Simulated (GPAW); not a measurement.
Runs of GPAW 26.7.0 on RuCl2. Symmetry: P-3m1, No. 164, trigonal system. Conventional cell: a = 3.550 Å, b = 3.550 Å, c = 5.726 Å, α = 90.00°, β = 90.00°, γ = 120.00°. Ru (site symmetry -3m) has 6 Cl at 2.51 Å as nearest neighbours. Around Cl (site symmetry 3m) lie 3 Ru at 2.51 Å. The cell comes from a database or a generator and needn't be the stable form of this composition.

```csv
level,spin,U,fixed moment (μB),gap on the mesh (eV),pressure (GPa),moment (μB),largest force (eV/Å)
PBE,"collinear, ferromagnetic start",-,4.0,-,8.8,4.00,(a)
PBE+U,"collinear, ferromagnetic start",Ru d U = 4 eV,-,3.56,-0.8,0.00,0.84
PBE+U,"collinear, random start",Ru d U = 4 eV,-,3.56,-0.8,0.00,0.84
PBE+U,off,Ru d U = 4 eV,-,3.56,-0.8,-,0.84
```

Alike in all rows: task single point; potentials or basis GPAW PAW data sets (gpaw-data 1.2.1), pw; cell as given; k mesh 6 × 6 × 4; cutoff (eV) 600; smearing gaussian 0.05 eV.

Problem. Estimate the missing entries.

Solution. (a) 0.94.

Caveats: the total moment is fixed, so each spin has its own Fermi level (some runs).

A k mesh can miss the band edges, and the runs leave out spin-orbit coupling on Ru.
